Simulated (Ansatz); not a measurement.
# CH2BFN2: one species, many methods

Aim: compute CH2BFN2 with functionals from several rungs and with coupled cluster, and see how far each lands from CCSD(T) at the basis-set limit for the atomisation energy.

The runs use Ansatz 0.2.0, Gaussian basis; functionals in def2-TZVPP, the program's frozen cores in correlated methods.

Plan: LDA (SPW92), PBE-D4, revPBE-D4, BLYP-D4, r2SCAN-D4, B97M-V, PBE0-D4, B3LYP-D4, r2SCANh-D4, r2SCAN0-D4, HSE06-D4, BHLYP-D4, CAM-B3LYP-D4, LC-ωPBE, ωB97X-V, ωB97M-V, B2PLYP, PBE-QIDH; CCSD(T)/def2-SVP; CCSD(T)/def2-TZVPP; MP2/def2-QZVPP; extrapolation to the limit; RPA on PBE.

### 1 Structure used throughout

An earlier PBE0-D4 in a triple-zeta def2 set relaxation fixed the geometry.

SMILES `N=C1NB1F`, 7 atoms, charge 0, spin multiplicity 1.

Atoms are counted from 1 here; the program's logs count them from 0.

Bond lengths: N1–C2 1.253 Å, N1–H6 1.016 Å, C2–N3 1.415 Å, C2–B4 1.518 Å, N3–B4 1.377 Å, N3–H7 1.010 Å, B4–F5 1.306 Å. Angles: C2–N1–H6 110.4°, N1–C2–N3 132.7°, N1–C2–B4 171.5°, N3–C2–B4 55.9°, C2–N3–B4 65.9°, C2–N3–H7 135.9°, B4–N3–H7 158.2°, C2–B4–N3 58.3°, C2–B4–F5 159.2°, N3–B4–F5 142.5°.

### 2 LDA

This LDA is Slater exchange with PW92 correlation.

in.yaml

```yaml
crystal:
  periodic: [false, false, false]
  atoms:
    - {symbol: N, position_ang: [-0.818689, -0.082779, 1.491552]}
    - {symbol: C, position_ang: [-0.292286, 0.037947, 0.360580]}
    - {symbol: N, position_ang: [0.879481, -0.506765, -0.214890]}
    - {symbol: B, position_ang: [0.171646, 0.321020, -1.056728]}
    - {symbol: F, position_ang: [0.176767, 0.823278, -2.262361]}
    - {symbol: H, position_ang: [-1.671966, 0.466363, 1.546366]}
    - {symbol: H, position_ang: [1.616249, -1.127063, 0.089682]}
basis:
  gaussian: {orbitals: def2-TZVPP}
hamiltonian: {xc: lda}
output: {orbitals: {seedname: orbitals}}
```

Launch:

```console
ansatz run in.yaml --threads 2 --pin off --events-out ev --progress --plain --max-ram 4352MiB
```

Further steps of the session: PBE-D4 (GGA); revPBE-D4 (GGA); BLYP-D4 (GGA); r2SCAN-D4 (meta-GGA); B97M-V (meta-GGA); PBE0-D4 (hybrid); B3LYP-D4 (hybrid); r2SCANh-D4 (hybrid); r2SCAN0-D4 (hybrid); HSE06-D4 (hybrid); BHLYP-D4 (hybrid); CAM-B3LYP-D4 (range-separated); LC-ωPBE (range-separated); ωB97X-V (range-separated); ωB97M-V (range-separated); B2PLYP (double hybrid); PBE-QIDH (double hybrid); CCSD(T) in def2-SVP; CCSD(T) in def2-TZVPP; MP2 in def2-QZVPP; RPA on PBE orbitals.

**Question.** What will the summary of the whole plan be? Wanted: atomisation energy, CCSD(T)/CBS; farthest beyond LDA; mean size of error, GGA; mean size of error, meta-GGA; mean size of error, hybrid; mean size of error, range-separated; mean size of error, double hybrid; gap, smallest and largest; T1 diagnostic.

The runs gave:

```
                               quantity                                      value
        atomisation energy, CCSD(T)/CBS                              2961.8 kJ/mol
 functionals within 14.8 kJ/mol (0.5 %)               r2SCANh-D4, B2PLYP, PBE-QIDH
                    farthest beyond LDA                     PBE-D4 (+196.1 kJ/mol)
                mean size of error, GGA                               123.8 kJ/mol
           mean size of error, meta-GGA                                44.2 kJ/mol
             mean size of error, hybrid                                60.7 kJ/mol
    mean size of error, range-separated                                50.1 kJ/mol
      mean size of error, double hybrid                                 6.8 kJ/mol
              gap, smallest and largest  4.38 eV (LDA (SPW92)), 12.13 eV (LC-ωPBE)
                          T1 diagnostic                                     0.0144
triples share of the correlation energy                                      4.2 %
```

In words: LDA overbinds by 618.2 kJ/mol (21 %). PBE-D4 is off by +196.1 kJ/mol. Double hybrids carry the basis error of their MP2 part in triple zeta, and no dispersion term here, so their miss is partly the set-up's. Taken by rung, double hybrid functionals do best (6.8 kJ/mol on average) and GGA ones worst beyond LDA (123.8 kJ/mol). Misses under about 14.8 kJ/mol are within the doubt on the reference itself, which lacks core-valence correlation, relativity and higher excitations. Hartree-Fock recovers 66 % of the binding; the rest is correlation. CCSD(T) in def2-SVP is off by -167.5 kJ/mol, so the small basis spoils what the method gains. Orbital gaps span 4.4 to 12.1 eV; exact exchange widens them.
